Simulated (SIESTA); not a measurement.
A run of SIESTA 5.4.2:

The input Ge2Sb2Te5.fdf:

```
SystemName                      Ge2Sb2Te5
SystemLabel                     Ge2Sb2Te5
NumberOfSpecies                 3
NumberOfAtoms                   9
%block ChemicalSpeciesLabel
  1  52 Te
  2  51 Sb
  3  32 Ge
%endblock ChemicalSpeciesLabel

LatticeConstant                 1.0 Ang
%block LatticeVectors
     6.8391360000    -3.0660060000     0.0000000000
     6.8391360000     3.0660060000     0.0000000000
    -6.8309770000     0.0000000000     6.8476090000
%endblock LatticeVectors
AtomicCoordinatesFormat         Fractional
%block AtomicCoordinatesAndAtomicSpecies
     0.5947020000     0.5947020000     0.3864330000  1  Te
     0.7952880000     0.7952880000     0.1961120000  1  Te
     0.0083240000     0.0083240000     0.0064350000  1  Te
     0.2065190000     0.2065190000     0.8098030000  1  Te
     0.3999590000     0.3999590000     0.5971180000  1  Te
     0.9017080000     0.9017080000     0.5878730000  2  Sb
     0.1118700000     0.1118700000     0.4173520000  2  Sb
     0.2842870000     0.2842870000     0.1878300000  3  Ge
     0.4973430000     0.4973430000     0.0110440000  3  Ge
%endblock AtomicCoordinatesAndAtomicSpecies

%block kgrid.MonkhorstPack
    5   0   0  0.0
    0   5   0  0.0
    0   0   4  0.0
%endblock kgrid.MonkhorstPack
XC.Functional                   GGA
XC.Authors                      PBE
PAO.BasisSize                   DZP
PAO.EnergyShift                 0.003 Ry
Mesh.Cutoff                     800 Ry
OccupationFunction              FD
ElectronicTemperature           0.05 eV
MaxSCFIterations                120
SCF.MustConverge                false
SCF.Mixer.Method                Pulay
SCF.Mixer.Weight                0.25
SCF.Mixer.History               8
SCF.DM.Tolerance                5.0e-05
SCF.H.Tolerance                 1.0e-03 eV
WriteForces                     true
Charge.Mulliken                 end
Charge.Hirshfeld                end
Charge.Voronoi                  end
SaveRho                         true
SaveElectrostaticPotential      true
%block PAO.Basis
  Te 4
  n=5 0 2
    5.635 0.000
  n=5 1 2
    7.297 0.000
  n=4 2 2
    3.260 0.000
  n=5 2 1
    7.297
  Sb 4
  n=5 0 2
    5.984 0.000
  n=5 1 2
    7.890 0.000
  n=4 2 2
    3.483 0.000
  n=5 2 1
    7.890
  Ge 4
  n=4 0 2
    5.972 0.000
  n=4 1 2
    8.196 0.000
  n=3 2 2
    3.189 0.000
  n=4 2 1
    8.196
%endblock PAO.Basis
```

Potentials or basis: PseudoDojo 0.4 standard (PBE files), DZP (energy shift 0.003 Ry; two zetas on semicore shells).

Launch:

```console
$ siesta Ge2Sb2Te5.fdf > Ge2Sb2Te5.out 2>&1
```

Hardware: 1 thread of Arm Neoverse V1, with other jobs on the host.

Q: Estimate the wall time of this run.

A: Wall time 6.4 min on 1 thread of Arm Neoverse V1, with other jobs on the host, peak memory 1.4 GiB. Counts: scf iterations 13, k points 53, bands 207.
